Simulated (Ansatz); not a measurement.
A run of Ansatz 0.2.0 is set up as follows.

Contents of input.yaml:

```yaml
crystal:
  lattice:
    - [0.0, 2.90921, 2.90921]
    - [2.90921, 0.0, 2.90921]
    - [2.90921, 2.90921, 0.0]
  atoms:
    - { symbol: W, position: [0.0, 0.0, 0.0] }
    - { symbol: Au, position: [0.75, 0.75, 0.75] }
hamiltonian:
  xc: pbe
  pseudopotentials: { kind: paw, source: ansatz }
kpoints:
  mp_grid: { grid: [8, 8, 8] }
  band_path:
    path:
      - [[0.0, 0.0, 0.0], [0.5, 0.0, 0.5], [0.5, 0.25, 0.75], [0.375, 0.375, 0.75], [0.0, 0.0, 0.0], [0.5, 0.5, 0.5], [0.625, 0.25, 0.625], [0.5, 0.25, 0.75], [0.5, 0.5, 0.5], [0.375, 0.375, 0.75]]
      - [[0.625, 0.25, 0.625], [0.5, 0.0, 0.5]]
    npoints: 14
scf:
  occupations: { method: fermi_dirac, width: 0.05 }
  n_extra_bands: 6
output:
  forces: true
  stress: true
  eigenvalues: true
  fatbands: false
```

Potentials or basis: Ansatz PAW earlier set.

Command:

```sh
$ ansatz run input.yaml --threads 2 --pin off --max-ram 5632MiB --backend cpu --events-out ev --progress --plain --runs-dir out
```

Task: Estimate the band gap on the k mesh.

Result: None (metal or under the smearing width).

Task: Estimate the pressure.

Result: 0.1 GPa.

Levels at the corners of the path, in eV from the Fermi level:
| point | band 20 | band 21 | band 22 | band 23 | band 24 | band 25 | band 26 | band 27 |
| --- | --- | --- | --- | --- | --- | --- | --- | --- |
| Γ | -5.62 | -5.62 | -0.74 | -0.74 | -0.74 | 1.53 | 1.53 | 8.36 |
| X | -5.01 | -3.99 | -2.75 | 0.37 | 1.25 | 1.46 | 1.46 | 2.71 |
| W | -5.21 | -4.06 | -1.45 | -1.09 | 0.98 | 1.56 | 1.89 | 2.31 |
| K | -5.08 | -4.13 | -1.96 | -0.14 | 0.46 | 1.25 | 1.59 | 2.34 |
| Γ | -5.62 | -5.62 | -0.74 | -0.74 | -0.74 | 1.53 | 1.53 | 8.36 |
| L | -5.52 | -4.97 | -1.83 | -0.26 | -0.26 | 1.36 | 1.36 | 1.99 |
| U | -5.08 | -4.13 | -1.96 | -0.14 | 0.46 | 1.25 | 1.59 | 2.34 |
| W | -5.21 | -4.06 | -1.45 | -1.09 | 0.98 | 1.56 | 1.89 | 2.31 |
| L | -5.52 | -4.97 | -1.83 | -0.26 | -0.26 | 1.36 | 1.36 | 1.99 |
| K | -5.08 | -4.13 | -1.96 | -0.14 | 0.46 | 1.25 | 1.59 | 2.34 |
| U | -5.08 | -4.13 | -1.96 | -0.14 | 0.46 | 1.25 | 1.59 | 2.34 |
| X | -5.01 | -3.99 | -2.75 | 0.37 | 1.25 | 1.46 | 1.46 | 2.71 |

Caveat: spin-orbit coupling is left out, which moves the levels of the heavy elements.
